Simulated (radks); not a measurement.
**Excited configurations of Mo³⁺**

The task here is to estimate one member of a computed series from the others.

Method: scalar-relativistic Kohn-Sham, SCAN, spin-polarised, spherical densities, finite nucleus; open shells are filled with parallel spins first. Code: radks (a radial shooting solver on a logarithmic mesh, Libxc functionals) version 1.

3 further runs of the same task are left out: 3 that didn't finish.

**What is computed**

- element: molybdenum (Z = 42)
- charge: +3
- electrons: 39
- configuration: [Kr] 4d3
- nuclear rms radius: 4.4091 fm

The outer shells:

Mo³⁺
```
[Kr] core
4d [↑ ][↑ ][↑ ][  ][  ]
```

The first run:

The run's settings:

```text
Z 42
configuration [Kr] 4d3
relativity scalar-relativistic
functional scan,scan
spin polarised
nucleus finite rms 4.4091 fm
c 137.035999084
```

Among the steps run: Ground configuration: [Kr] 4d3.

One of the session's tables, all rows but one given; the rest of the session is left out.

It belongs to the step «Ground configuration: [Kr] 4d3». Radial moments (bohr):

| level | <r> | outermost maximum (interpolated) | 90 % within | nodes |
| --- | --- | --- | --- | --- |
| 3d up | 0.4151 | 0.323 | 0.663 | 0 |
| 3d down | 0.4151 | 0.323 | 0.663 | 0 |
| 4s up | 1.104 | 0.993 | 1.60 | 3 |
| 4s down | ? | ? | ? | ? |
| 4p up | 1.216 | 1.07 | 1.79 | 2 |
| 4p down | 1.206 | 1.06 | 1.78 | 2 |
| 4d up | 1.595 | 1.31 | 2.45 | 1 |
| 4d down | 1.580 | 1.29 | 2.45 | 1 |

Q: Estimate the row for 4s down from the others.

As computed: <r>: 1.096; outermost maximum (interpolated): 0.984; 90 % within: 1.59; nodes: 3. In the column «<r>» it lies between 3d down (0.4151) and 4s up (1.104).

To keep in mind: Open shells are spherical and high-spin; term and fine-structure splittings are not resolved.
